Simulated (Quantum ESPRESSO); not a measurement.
Crystal: K2B2P.

```
CELL_PARAMETERS angstrom
-2.21990 2.88958 4.47300
2.21990 -2.88958 4.47300
2.21990 2.88958 -4.47300
ATOMIC_POSITIONS crystal
K 0.69995 0.19995 0.50000
K 0.30005 0.80005 0.50000
B 0.73034 0.50000 0.23034
B 0.26966 0.50000 0.76966
P 0.00000 0.00000 0.00000
```

The cell was built by a generator and needn't be a form met in nature.

Base run:

```yaml
Program: Quantum ESPRESSO 7.5
Functional: PBE
Potentials_or_basis: SSSP 1.3 efficiency PBE
Cutoff: 816 eV
Density_cutoff: 6531 eV
k_mesh: 8 × 8 × 8
Occupations: fermi-dirac, width 0.05 eV
Spin: no spin polarisation
```

Its results: band gap on the k mesh none (metal or under the smearing width); pressure -4.4 GPa; largest force 0.245 eV/Å.

Q: The run is repeated on the same cell with these changes: functional from PBE to revPBE; occupations from fermi-dirac, width 0.05 eV to fermi-dirac, width 0.2 eV. What comes out?

A: Band gap on the k mesh none (metal or under the smearing width); pressure -3.2 GPa; largest force 0.273 eV/Å.

Caveats: the potentials were made for another functional, which shifts forces and pressure (some runs); some levels on the path didn't converge (some runs).

Not every run made on this cell is shown here.
